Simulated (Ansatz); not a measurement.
# C2H10N3Sc: the cost of one run

The runs use Ansatz 0.2.0, Gaussian basis; one geometry, several basis sets.

Plan: PBE0-D4/def2-SVP; ωB97M-V/def2-SVP; PBE0-D4/def2-QZVPP; ωB97M-V/def2-QZVPP; the functionals' def2-TZVPP values are taken from earlier runs.

### Step 1. Structure used throughout

All runs share one geometry, relaxed beforehand with PBE0-D4 in a triple-zeta def2 set.

SMILES `C[N](C)[Sc]([NH2])[NH2]`, 16 atoms, charge 0, spin multiplicity 1.

Atoms are counted from 1 here; the program's logs count them from 0.

Bond lengths: C1–N2 1.439 Å, C1–H7 1.096 Å, C1–H8 1.102 Å, C1–H9 1.102 Å, N2–C3 1.439 Å, N2–Sc4 1.991 Å, C3–H10 1.096 Å, C3–H11 1.102 Å, C3–H12 1.102 Å, Sc4–N5 1.999 Å, Sc4–N6 1.999 Å, N5–H13 1.013 Å, N5–H14 1.012 Å, N6–H15 1.013 Å, N6–H16 1.012 Å. Angles: N2–C1–H7 111.0°, N2–C1–H8 112.2°, N2–C1–H9 112.2°, H7–C1–H8 107.1°, H7–C1–H9 107.1°, H8–C1–H9 106.8°, C1–N2–C3 112.0°, C1–N2–Sc4 124.0°, C3–N2–Sc4 124.0°, N2–C3–H10 111.0°, N2–C3–H11 112.2°, N2–C3–H12 112.2°, H10–C3–H11 107.1°, H10–C3–H12 107.1°, H11–C3–H12 106.8°, N2–Sc4–N5 120.0°, N2–Sc4–N6 120.0°, N5–Sc4–N6 120.1° and more.

### Step 2. PBE0-D4 in def2-SVP

in.yaml

```yaml
crystal:
  periodic: [false, false, false]
  atoms:
    - {symbol: C, position_ang: [0.348939, -0.622421, 1.898289]}
    - {symbol: N, position_ang: [0.477033, -0.498992, 0.470482]}
    - {symbol: C, position_ang: [1.523871, -1.336395, -0.052215]}
    - {symbol: Sc, position_ang: [-0.659758, 0.690048, -0.650369]}
    - {symbol: N, position_ang: [-0.377243, 0.767455, -2.627649]}
    - {symbol: N, position_ang: [-2.082502, 1.804955, 0.202962]}
    - {symbol: H, position_ang: [-0.452468, 0.022074, 2.276995]}
    - {symbol: H, position_ang: [0.110831, -1.652788, 2.207896]}
    - {symbol: H, position_ang: [1.272894, -0.335937, 2.425917]}
    - {symbol: H, position_ang: [1.605802, -1.228469, -1.139736]}
    - {symbol: H, position_ang: [1.346685, -2.403855, 0.155850]}
    - {symbol: H, position_ang: [2.508964, -1.087215, 0.374058]}
    - {symbol: H, position_ang: [-0.900418, 1.337521, -3.281110]}
    - {symbol: H, position_ang: [0.305757, 0.254413, -3.170912]}
    - {symbol: H, position_ang: [-2.709993, 2.438750, -0.276846]}
    - {symbol: H, position_ang: [-2.318394, 1.850835, 1.186397]}
basis:
  gaussian: {orbitals: def2-SVP}
hamiltonian: {xc: pbe0, dispersion: d4}
output: {orbitals: {seedname: orbitals}}
```

The run is started by

```sh
> ansatz run in.yaml --threads 2 --pin off --events-out ev --progress --plain --max-ram 32768MiB --backend cpu
```

What time and memory should one allow on 2 threads of AMD EPYC 7R13, shared host?

About 4 s, with a peak of 0.5 GiB.
